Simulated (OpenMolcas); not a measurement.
**Cr²⁺ with 6 ligands (chloride): CASSCF and CASPT2 levels and susceptibility**

Which state of Cr²⁺ lies lowest among these ligands, how large is the field, and what χT follows?

Program: OpenMolcas 26.06. Level of theory: state-averaged CASSCF and CASPT2, spin-orbit coupling by RASSI with atomic mean-field integrals. These are calculated values, not measurements, unless marked.

**1. The atom as given**

```
Species                           : Cr²⁺ (chromium, Z = 24, 22 electrons)
Basis                             : ANO-RCC-VTZP [6s5p3d2f1g], 167 functions with the ligands
Scalar Hamiltonian                : DKH2, point nucleus
Inactive shells                   : 1s 2s 2p 3s 3p of the metal, and all ligand shells
Active space                      : 4 electrons in 5 orbitals (3d)
Some configurations of this space : 3d⁴
Orbitals                          : optimised for each spin and parity, averaged over all roots
```

Outer shells as boxes (Hund's rule):

3d4
```
3d [↑ ][↑ ][↑ ][↑ ][  ]
```

Cr²⁺ is taken with 6 ligands (chloride) in octahedron coordination (Oh) at 2.56 Å. A charge of +0.667 e stands 2.6 Å behind each ligand. Ligand basis ANO-RCC-VDZP. The distances are assumed, not relaxed.

```xyz
7

Cr    0.0000    0.0000    0.0000
Cl    2.5600    0.0000    0.0000
Cl    0.0000    2.5600    0.0000
Cl   -2.5600    0.0000    0.0000
Cl    0.0000   -2.5600    0.0000
Cl    0.0000    0.0000    2.5600
Cl    0.0000    0.0000   -2.5600
```

The work runs as a chain of OpenMolcas steps in one folder; each step below is one input file. Labels, J, g values, rates, χT and fits are worked out afterwards by a script from the matrices that RASSI stores. The input lists half of the charges; inversion (Group=XYZ) makes the rest.

**2. Basis and integrals**

The input, a.inp:

```
&GATEWAY
Coord
7

Cr 0.0 0.0 0.0
Cl 2.560000 0.000000 0.000000
Cl 0.000000 2.560000 0.000000
Cl -2.560000 0.000000 0.000000
Cl 0.000000 -2.560000 0.000000
Cl 0.000000 0.000000 2.560000
Cl 0.000000 0.000000 -2.560000
Basis=Cr.ANO-RCC-VTZP,Cl.ANO-RCC-VDZP
Group=XYZ
NoMove
AngMom=0.0 0.0 0.0
AMFI
RICD
XField
3 Angstrom 0
5.160000 0.000000 0.000000 0.666667
0.000000 5.160000 0.000000 0.666667
0.000000 0.000000 5.160000 0.666667
&SEWARD
```

The run is started by

```sh
$ OMP_NUM_THREADS=1 MOLCAS_MEM=2457 MOLCAS_PROJECT=a pymolcas a.inp > a.log
```

**3. Reference wave functions, quintets of even parity, 5 roots**

The input, a.inp:

```
&RASSCF
FileOrb=start.orb
Symmetry=1
Spin=5
nActEl=4 0 0
Inactive=30 33
Ras2=5 0
CIRoot=5 5 1
SDav=5
CIMx=300
Iter=150 100
PrWF=0.3
OrbListing=Nothing
MaxOrb=0
LevShft=1.0
>>> COPY $Project.JobIph JOB001
```

start.orb holds start orbitals that the driver prepared beforehand, or those of the step before.

**4. Reference wave functions, triplets of even parity, 45 roots**

The input, a.inp:

```
&RASSCF
FileOrb=start.orb
Symmetry=1
Spin=3
nActEl=4 0 0
Inactive=30 33
Ras2=5 0
CIRoot=45 45 1
SDav=45
CIMx=300
Iter=150 100
PrWF=0.3
OrbListing=Nothing
MaxOrb=0
LevShft=1.0
>>> COPY $Project.JobIph JOB002
```

**5. Reference wave functions, singlets of even parity, 50 roots**

The input, a.inp:

```
&RASSCF
FileOrb=start.orb
Symmetry=1
Spin=1
nActEl=4 0 0
Inactive=30 33
Ras2=5 0
CIRoot=50 50 1
SDav=50
CIMx=300
Iter=150 100
PrWF=0.3
OrbListing=Nothing
MaxOrb=0
LevShft=1.0
>>> COPY $Project.JobIph JOB003
```

**6. RASSI: spin-orbit coupling between the states**

The input, a.inp:

```
&RASSI
NrOfJobIphs=3 5 45 50
1 2 3 4 5
1 2 3 4 5 6 7 8 9 10 11 12 13 14 15 16 17 18 19 20 21 22 23 24 25 26 27
28 29 30 31 32 33 34 35 36 37 38 39 40 41 42 43 44 45
1 2 3 4 5 6 7 8 9 10 11 12 13 14 15 16 17 18 19 20 21 22 23 24 25 26 27
28 29 30 31 32 33 34 35 36 37 38 39 40 41 42 43 44 45 46 47 48 49 50
IphNames
JOB001
JOB002
JOB003
EJob
SpinOrbit
DIPRint=1.0
SOCoupling=1000.0
Subsets=2
Property=9
'ANGMOM' 1 'ANGMOM' 2 'ANGMOM' 3 'MLTPL  1' 1 'MLTPL  1' 2 'MLTPL  1' 3
'AMFI' 1 'AMFI' 2 'AMFI' 3
SOProperty=3
'ANGMOM' 1 'ANGMOM' 2 'ANGMOM' 3
```

**7. CASPT2: IPEA 0.25, imaginary shift 0.1 (closed shells correlated: 3s 3p of the metal, with ligand shells; the Frozen line counts the rest)**

The input, a.inp:

```
>>> COPY JOB001 $Project.JobIph
&CASPT2
Multistate=5 1 2 3 4 5
NoMult
Frozen=17 18
IPEA=0.25
Imaginary=0.1
MaxIter=60
WThr=0.0 0.3 0.05
PrWF=0.5
NoMix
>>> COPY JOB002 $Project.JobIph
&CASPT2
Multistate=45 1 2 3 4 5 6 7 8 9 10 11 12 13 14 15 16 17 18 19 20 21 22
23 24 25 26 27 28 29 30 31 32 33 34 35 36 37 38 39 40 41 42 43 44 45
NoMult
Frozen=17 18
IPEA=0.25
Imaginary=0.1
MaxIter=60
WThr=0.0 0.3 0.05
PrWF=0.5
NoMix
>>> COPY JOB003 $Project.JobIph
&CASPT2
Multistate=50 1 2 3 4 5 6 7 8 9 10 11 12 13 14 15 16 17 18 19 20 21 22
23 24 25 26 27 28 29 30 31 32 33 34 35 36 37 38 39 40 41 42 43 44 45 46
47 48 49 50
NoMult
Frozen=17 18
IPEA=0.25
Imaginary=0.1
MaxIter=60
WThr=0.0 0.3 0.05
PrWF=0.5
NoMix
```

(Steps that only read results are left out.)

What does the calculation give? Wanted: spin-free ground state; first state of the same spin within the active space; lowest level; next level.

The runs gave:

| quantity | value |
| --- | --- |
| method | SS-CASPT2, IPEA 0.25, imaginary shift 0.1 (closed shells correlated: 3s 3p of the metal, with ligand shells; the Frozen line counts the rest) |
| spin-free ground state | 5E, 2-fold in its orbital part |
| first state of the same spin within the active space | 5T2 at 5530 cm⁻¹ |
| lowest level | 1-fold A1 |
| next level | 6.7 cm⁻¹ |
| χT at 300 K | 2.93 cm³ K/mol |
| effective moment at 300 K | 4.84 μB |

Cost by method:

```
                                              method  time of its own steps  time with the reference
                                           A. CASSCF                   57 s                     57 s
B. SS-CASPT2, IPEA 0.25, imaginary shift 0.1, +3s 3p                7.3 min                  8.2 min
```

Times are of one thread on a shared host.

**Reading.** The spin-free ground state (5E) comes to 100 % from free-ion D terms and keeps the highest spin of the shell. χT at 300 K is 2.93, against 3.01 cm³ K/mol for the spin alone; near agreement at one temperature doesn't show that the orbital moment is quenched. An active space of the d shell alone favours high spin; real ions in strong fields can be low spin. A ligand-field fit to the states below 45000 cm-1 gives 10Dq = 5486 cm-1, B = 742 cm-1 and C = 2982 cm-1 (C/B = 4.02), with a deviation of 677 cm-1. CASPT2 does not keep the components of a term degenerate, and the means are used. An orbital doublet at a regular site is open to a Jahn-Teller distortion, which this geometry leaves out. With metal d orbitals alone active, the gaps between spin states are rough; where two lie within a few thousand cm-1, their order is open.
